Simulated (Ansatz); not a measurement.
# CuHO (triplet): from Hartree-Fock to the top rungs, def2-QZVPP

The task here is to estimate one member of a computed series from the others.

Method: def2-QZVPP, core rule «outside noble gas», up to 10 orbitals frozen; program: Ansatz 0.2.0, Gaussian basis.

The runs, in order: UHF; ROHF; CCSD(T) on UHF.

2 further runs of the same task are left out: 2 set aside as unsound or not needed.

## The system

The geometry is a PBE0/def2-TZVP stationary point (not a proven minimum) of the parent state, kept for this charge and spin.

3 atoms, charge 0, spin multiplicity 3.

Atoms are counted from 1 here; the program's logs count them from 0.

Bond lengths: Cu1–O2 1.785 Å, O2–H3 0.961 Å. Angles: Cu1–O2–H3 109.0°.

Coordinates:

```
Cu    0.00000    0.01466    0.38067
O     0.00000   -0.10727   -1.40019
H     0.00000    0.77850   -1.77402
```

The first run:

Contents of in.yaml:

```yaml
crystal:
  periodic: [false, false, false]
  atoms:
    - {symbol: Cu, position_ang: [0.000000, 0.014661, 0.380674]}
    - {symbol: O, position_ang: [0.000000, -0.107274, -1.400192]}
    - {symbol: H, position_ang: [0.000000, 0.778503, -1.774019]}
basis:
  gaussian: {orbitals: "def2-QZVPP.json"}
magnetization: {spin_polarized: true, initial_magnetization: 2}
hamiltonian: {xc: hf}
output: {orbitals: {seedname: orbitals}}
```

On the command line:

```
$ ansatz run in.yaml --threads 1 --pin off --events-out ev --progress --plain --max-ram 4096MiB --backend cpu
```

Steps of the session up to this table: UHF; ROHF; CCSD(T) on UHF.

One table of the session follows, with a row left open; its other results are not shown here.

```
  method  from UCCSD(T) (kJ/mol)
    ROHF                 +1814.7
     UHF                       ?
    UMP2                    +0.8
   UCCSD                   +67.2
UCCSD(T)                       0
```

Q: Estimate the row for UHF from the others.

The run gave: from UCCSD(T) (kJ/mol): +1803.8. In the column «from UCCSD(T) (kJ/mol)» it lies between UCCSD (+67.2) and ROHF (+1814.7).
